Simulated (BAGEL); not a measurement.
# HF/jul-cc-pV(D+d)Z (DKH2, density fitting with qzvpp-jkfit) run of SiCl4 (silicon tetrachloride)

Aim: the vertical electron affinity of SiCl4 (silicon tetrachloride) at HF/jul-cc-pV(D+d)Z (DKH2, density fitting with qzvpp-jkfit), from 2 runs. 

The calculation is run with BAGEL 1.2.2.

1 further run of the same task is left out (set aside as unsound or not needed).

## 1. The molecule

SiCl4: 5 atoms, total charge 0, spin state singlet. SMILES: `Cl[Si](Cl)(Cl)Cl`. Geometry: relaxed at PBE0-D4/def2-TZVP.

Bond lengths: Cl1–Si2 2.021 Å, Si2–Cl3 2.022 Å, Si2–Cl4 2.022 Å, Si2–Cl5 2.021 Å. Angles: Cl1–Si2–Cl3 109.5°, Cl1–Si2–Cl4 109.5°, Cl1–Si2–Cl5 109.5°, Cl3–Si2–Cl4 109.5°, Cl3–Si2–Cl5 109.5°, Cl4–Si2–Cl5 109.5°.

## 2. The energy at HF/jul-cc-pV(D+d)Z (DKH2, density fitting with qzvpp-jkfit)

Input file input.json:

```json
{ "bagel" : [

{
  "title" : "molecule",
  "basis" : "jul-cc-pv_d+d_z.json",
  "df_basis" : "qzvpp-jkfit",
  "angstrom" : true,
  "dkh" : true,
  "geometry" : [
    { "atom" : "Cl", "xyz" : [      -0.962600,      -0.087600,       1.762300 ] },
    { "atom" : "Si", "xyz" : [       0.010000,      -0.014700,      -0.008300 ] },
    { "atom" : "Cl", "xyz" : [       1.655400,      -1.185900,       0.078100 ] },
    { "atom" : "Cl", "xyz" : [      -1.212100,      -0.676900,      -1.476100 ] },
    { "atom" : "Cl", "xyz" : [       0.559300,       1.891400,      -0.397500 ] }
  ]
},

{
  "title" : "hf",
  "multipole" : 2
},

{
  "title" : "print",
  "file" : "orbitals.molden",
  "orbitals" : true
}

]}
```

The basis set jul-cc-pV(D+d)Z is read from a file made from the Basis Set Exchange's data (not shown).

Launch:

```bash
$ BAGEL_NUM_THREADS=1 BAGEL input.json > input.out
```

Standard output:

```text
* using 1 threads per process

  ===============================================================
  ===============================================================

  *** Geometry ***

  { "atom" : "Cl", "xyz" : [     -1.819050,     -0.165540,      3.330264 ] },
  { "atom" : "Si", "xyz" : [      0.018897,     -0.027779,     -0.015685 ] },
  { "atom" : "Cl", "xyz" : [      3.128253,     -2.241026,      0.147588 ] },
  { "atom" : "Cl", "xyz" : [     -2.290537,     -1.279156,     -2.789425 ] },
  { "atom" : "Cl", "xyz" : [      1.056924,      3.574228,     -0.751166 ] },

  Number of auxiliary basis functions:      640

  Since a DF basis is specified, we compute 2- and 3-index integrals:
    o Being stored without compression. Storage requirement is 0.131 GB

  Number of basis functions:      160
  Number of electrons      :       82

    * METHOD: MOLECULE                             0.60

  *** RHF ***

  === Nuclear Repulsion ===
   527.1779773594

      * DIIS with orbital gradients will be used.

  === RHF iteration (jul-cc-pv_d+d_z.json) ===
      0      -2132.38036977          0.00978339           0.53
      1      -2132.46060458          0.00677378           0.52
      2      -2132.50917047          0.00059882           0.51
      3      -2132.50998675          0.00013496           0.52
      4      -2132.51003445          0.00003320           0.51
      5      -2132.51003752          0.00000825           0.51
      6      -2132.51003769          0.00000097           0.52
      7      -2132.51003770          0.00000018           0.54
      8      -2132.51003770          0.00000004           0.55
      9      -2132.51003770          0.00000002           0.52
     10      -2132.51003770          0.00000000           0.53
    * SCF iteration converged.

    * Permanent dipole moment:
           (    0.000040,    -0.000126,    -0.000055) a.u.

    * Permanent second moment (around the center of charge):
          Qxx   -47.083983
          Qxy     0.000186
          Qyy   -47.083675
          Qxz    -0.000185
          Qyz    -0.000097
          Qzz   -47.083710

    * METHOD: HF                                   6.70

    * METHOD: PRINT                                0.04

  ===============================================================
```

Run time: 7.8 s. Hardware: 1 thread of Arm Neoverse V2, shared host; peak memory 0.34 GiB.

## 3. The doublet anion at the same level

Input file job.json:

```json
{ "bagel": [

{
  "title": "molecule",
  "basis": "jul-cc-pv_d+d_z.json",
  "df_basis": "qzvpp-jkfit",
  "angstrom": true,
  "dkh": true,
  "geometry": [
    { "atom": "Cl", "xyz": [   -0.962600,   -0.087600,    1.762300 ] },
    { "atom": "Si", "xyz": [    0.010000,   -0.014700,   -0.008300 ] },
    { "atom": "Cl", "xyz": [    1.655400,   -1.185900,    0.078100 ] },
    { "atom": "Cl", "xyz": [   -1.212100,   -0.676900,   -1.476100 ] },
    { "atom": "Cl", "xyz": [    0.559300,    1.891400,   -0.397500 ] }
  ]
},
{
  "title": "rohf",
  "charge": -1,
  "nopen": 1,
  "multipole": 2
},
{
  "title": "print",
  "file": "orbitals.molden",
  "orbitals": true
}

]}
```

The basis set jul-cc-pV(D+d)Z is read from a file made from the Basis Set Exchange's data (not shown).

Launch:

```bash
$ BAGEL_NUM_THREADS=1 BAGEL job.json > job.out
```

Standard output:

```text
* using 1 threads per process

  ===============================================================
  ===============================================================

  *** Geometry ***

  { "atom" : "Cl", "xyz" : [     -1.819050,     -0.165540,      3.330264 ] },
  { "atom" : "Si", "xyz" : [      0.018897,     -0.027779,     -0.015685 ] },
  { "atom" : "Cl", "xyz" : [      3.128253,     -2.241026,      0.147588 ] },
  { "atom" : "Cl", "xyz" : [     -2.290537,     -1.279156,     -2.789425 ] },
  { "atom" : "Cl", "xyz" : [      1.056924,      3.574228,     -0.751166 ] },

  Number of auxiliary basis functions:      640

  Since a DF basis is specified, we compute 2- and 3-index integrals:
    o Being stored without compression. Storage requirement is 0.131 GB

  Number of basis functions:      160
  Number of electrons      :       82

    * METHOD: MOLECULE                             0.59

  *** Open-shell HF ***

  === Nuclear Repulsion ===
   527.1779773594

      * DIIS with orbital gradients will be used.

  === ROHF iteration (jul-cc-pv_d+d_z.json) ===
      0      -2132.34391335          0.01413210           1.02
      1      -2132.41626131          0.00851053           1.02
      2      -2132.43371620          0.00727893           1.07
      3      -2132.44801181          0.00099453           1.08
      4      -2132.45293119          0.00097346           1.07
      5      -2132.45656880          0.00068410           1.05
      6      -2132.46164603          0.00030464           1.03
      7      -2132.46146982          0.00028068           1.04
      8      -2132.46184484          0.00017118           1.04
      9      -2132.46185753          0.00004816           1.04
     10      -2132.46186184          0.00000798           1.03
     11      -2132.46186206          0.00000191           1.03
     12      -2132.46186203          0.00000049           1.04
     13      -2132.46186204          0.00000005           1.04
     14      -2132.46186204          0.00000004           1.02
     15      -2132.46186204          0.00000004           1.04
     16      -2132.46186204          0.00000003           1.02
     17      -2132.46186204          0.00000002           1.05
     18      -2132.46186204          0.00000001           1.08
     19      -2132.46186204          0.00000001           1.06
    * SCF iteration converged.

    * S^2 (ROHF) is 0.7500

    * Permanent dipole moment:
           (   -0.000332,     0.003372,     0.000458) a.u.

    * Permanent second moment (around the center of charge):
          Qxx   -69.387657
          Qxy    -0.001098
          Qyy   -69.390203
          Qxz     0.000316
          Qyz     0.000672
          Qzz   -69.388065

    * METHOD: ROHF                                21.76

    * METHOD: PRINT                                0.04

  ===============================================================
```

Run time: 23 s. Hardware: 1 thread of Arm Neoverse V2, shared host; peak memory 0.34 GiB.

## 4. Results

Level: HF/jul-cc-pV(D+d)Z (DKH2, density fitting with qzvpp-jkfit).

| quantity | value |
| --- | --- |
| singlet SiCl4: total energy | -2132.51004 Eh |
| singlet SiCl4: dipole moment | 0.00 D |
| singlet SiCl4: HOMO energy | -12.88 eV |
| singlet SiCl4: LUMO energy | 1.33 eV |
| singlet SiCl4: HOMO–LUMO gap | 14.21 eV |
| doublet anion: total energy | -2132.46186 Eh |
| doublet anion: ⟨S²⟩ | 0.750 |
| vertical electron affinity (to the doublet anion) | -1.311 eV |

In words: The anion lies 1.31 eV (126 kJ/mol) above the neutral: the electron isn't bound at this level, and such a value depends on the basis. Hartree–Fock misses the correlation that binds many anions.
